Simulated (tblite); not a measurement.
# CH10GeOSi3: the cost of one run

Programs: tblite 0.8.0 and PySCF 2.14.0, with density-fitted response routines of our own. Each step states its level of theory. These are calculated values for one molecule in the gas phase, unless marked as measured. Atoms count from 0, in the outputs and in this text.

## Step 1: Starting geometry

16 atoms, charge 0, multiplicity 1; geometry from: force field or distance geometry start.

Bonds of the start (Å): O0–C1 1.23, C1–Ge2 1.90, Ge2–Si3 2.31, Si3–Si4 2.25, Si4–Si5 2.23, C1–H6 1.09, Ge2–H7 1.55, Ge2–H8 1.55, Si3–H9 1.46, Si3–H10 1.47, Si4–H11 1.48, Si4–H12 1.47, Si5–H13 1.46, Si5–H14 1.47, Si5–H15 1.48.

## Step 2: Geometry optimisation with GFN2-xTB

The job: settings as JSON, then the geometry in Å.

```
{"job": {"kind": "relax", "xc": "GFN2-xTB", "basis": "xTB"}, "charge": 0, "multiplicity": 1}
O      3.042700     1.230900     1.661800
C      2.361300     0.541700     0.907700
Ge     1.397100     1.336000    -0.522300
Si     0.254100    -0.304200    -1.688800
Si    -0.947800    -1.509300    -0.222400
Si    -2.273600    -0.129200     0.921900
H      2.324100    -0.532400     1.066900
H      2.371800     2.073600    -1.477500
H      0.369600     2.347500     0.052200
H     -0.643800     0.306700    -2.664500
H      1.215700    -1.192100    -2.360600
H     -1.767900    -2.493700    -0.954000
H     -0.045000    -2.198600     0.707500
H     -3.151100     0.585000    -0.008400
H     -3.075700    -0.895900     1.882200
H     -1.439000     0.843100     1.663100
```

The run is started by

```bash
$ OMP_NUM_THREADS=1 python probes_run.py task.json out
```

One launch serves the whole session: the jobs run in the order shown.

Q: Estimate the wall time and peak memory of this first job on 1 thread of Arm Neoverse N1, shared host.

About 1.5 s, with a peak of 0.18 GiB.
